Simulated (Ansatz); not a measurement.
**GaH₃OSi: taking an electron away**

Aim: the vertical ionisation energy of GaH₃OSi, as cation minus neutral at the neutral's geometry, on several levels, and how well −ε(HOMO) stands in for it.

Method: unrestricted cation, the program's frozen cores in correlated methods; program: Ansatz 0.2.0, Gaussian basis.

Plan: UKS PBE-D4/def2-TZVPP; UKS r2SCAN-D4/def2-TZVPP; UKS PBE0-D4/def2-TZVPP; UKS B3LYP-D4/def2-TZVPP; UKS wB97X-V/def2-TZVPP; UKS wB97M-V/def2-TZVPP; UKS B2PLYP/def2-TZVPP; UHF-CCSD(T)/def2-TZVPP; UHF-MP2/def2-QZVPP; extrapolation to the limit; then −ε(HOMO) from the neutral's earlier runs with LDA (SPW92), PBE-D4, revPBE-D4, BLYP-D4, r2SCAN-D4, B97M-V, PBE0-D4, B3LYP-D4, r2SCANh-D4, r2SCAN0-D4, HSE06-D4, BHLYP-D4, CAM-B3LYP-D4, LC-ωPBE, ωB97X-V, ωB97M-V.

### 1 The geometry

All runs share one geometry, relaxed beforehand with PBE0-D4 in a triple-zeta def2 set.

SMILES `[O]1[SiH2][GaH]1`, 6 atoms, charge 0, spin multiplicity 1.

Atoms are counted from 1 here; the program's logs count them from 0.

Bond lengths: O1–Si2 1.645 Å, O1–Ga3 1.911 Å, Si2–Ga3 2.271 Å, Si2–H4 1.488 Å, Si2–H5 1.488 Å, Ga3–H6 1.554 Å. Angles: Si2–O1–Ga3 79.0°, O1–Si2–Ga3 55.7°, O1–Si2–H4 117.7°, O1–Si2–H5 117.7°, Ga3–Si2–H4 123.6°, Ga3–Si2–H5 123.6°, H4–Si2–H5 108.6°, O1–Ga3–Si2 45.3°, O1–Ga3–H6 118.2°, Si2–Ga3–H6 163.5°.

### 2 Cation, UKS PBE-D4/def2-TZVPP

in.yaml

```yaml
crystal:
  periodic: [false, false, false]
  atoms:
    - {symbol: O, position_ang: [0.908562, -0.725676, -0.017317]}
    - {symbol: Si, position_ang: [-0.255783, 0.056784, -0.875694]}
    - {symbol: Ga, position_ang: [0.001524, 0.217528, 1.374985]}
    - {symbol: H, position_ang: [-1.307520, -0.769517, -1.527943]}
    - {symbol: H, position_ang: [0.179961, 1.110133, -1.832218]}
    - {symbol: H, position_ang: [0.515357, 0.046748, 2.831986]}
basis:
  gaussian: {orbitals: def2-TZVPP}
total_charge: 1
magnetization: {spin_polarized: true, initial_magnetization: 1}
hamiltonian: {xc: pbe, dispersion: d4}
```

The run is started by

```bash
> ansatz run in.yaml --threads 2 --pin off --events-out ev --progress --plain --max-ram 4352MiB
```

The runs that follow: Cation, UKS r2SCAN-D4/def2-TZVPP; Cation, UKS PBE0-D4/def2-TZVPP; Cation, UKS B3LYP-D4/def2-TZVPP; Cation, UKS wB97X-V/def2-TZVPP; Cation, UKS wB97M-V/def2-TZVPP; Cation, UKS B2PLYP (frozen core)/def2-TZVPP; Cation, UHF-CCSD(T)/def2-TZVPP; Cation, UHF-MP2/def2-QZVPP.

Before running them: what should the planned runs give, taken together? Wanted: ionisation energy, CCSD(T)/CBS; nearest functional by difference; nearest −ε(HOMO); −ε(HOMO) of PBE; T1 of the cation.

**Answer**, as computed:

| quantity | value |
| --- | --- |
| ionisation energy, CCSD(T)/CBS | 8.82 eV |
| nearest functional by difference | B3LYP-D4 (-0.16 eV) |
| nearest −ε(HOMO) | LC-ωPBE (+0.11 eV) |
| −ε(HOMO) of PBE | 5.47 eV |
| T1 of the cation | 0.024 |

In words: By cation minus neutral, the functionals miss by 0.28 eV at most. −ε(HOMO) of PBE misses by 3.3 eV, since self-interaction lifts the level. Among orbital estimates LC-ωPBE comes nearest. Hartree-Fock falls 1.21 eV short, as the neutral has more correlation energy than the cation. Correlated methods include outer-core shells of Ga, which these sets cover unevenly. With outer-core shells in play the reference is unsure by up to some tenths of an eV, so close misses can't be ranked.
